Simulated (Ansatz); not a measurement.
GaF:

```
CELL_PARAMETERS angstrom
0.00000 2.84624 2.84624
2.84624 0.00000 2.84624
2.84624 2.84624 0.00000
ATOMIC_POSITIONS crystal
Ga 0.25000 0.25000 0.25000
F 0.00000 0.00000 0.00000
```

The cell was built by a generator and needn't be a form met in nature.

- Program: Ansatz 0.2.0
- Task: single point
- Functional: PBE
- Potentials or basis: Ansatz PAW
- Cutoff: 420 eV (not typed: the program's choice for these potentials)
- k mesh: 8 × 8 × 8
- Occupations: fermi-dirac, width 0.05 eV
- Spin: no spin polarisation

On this cell: pressure 0.0 GPa; largest force zero by symmetry; band gap on the k mesh 2.27 eV, indirect (least direct gap 2.28 eV).

The same run follows on a disturbed copy (atoms moved at random, drawn with an rms of 0.05 Å):

```
Ga F
1.0
     0.00000    2.84624    2.84624
     2.84624    0.00000    2.84624
     2.84624    2.84624    0.00000
Ga F
1 1
Direct
  0.24551 0.25659 0.26134
  0.99587 0.01335 0.99837
```

What does the disturbed cell give?

The energy moves by +0.1 meV/atom; pressure 0.0 GPa; largest force 0.009 eV/Å; band gap on the k mesh 2.27 eV, indirect (least direct gap 2.28 eV).

Forces on the atoms (eV/Å):
```
Ga  -0.003 -0.007  0.004
F    0.003  0.007 -0.004
```

A k mesh can miss the band edges.
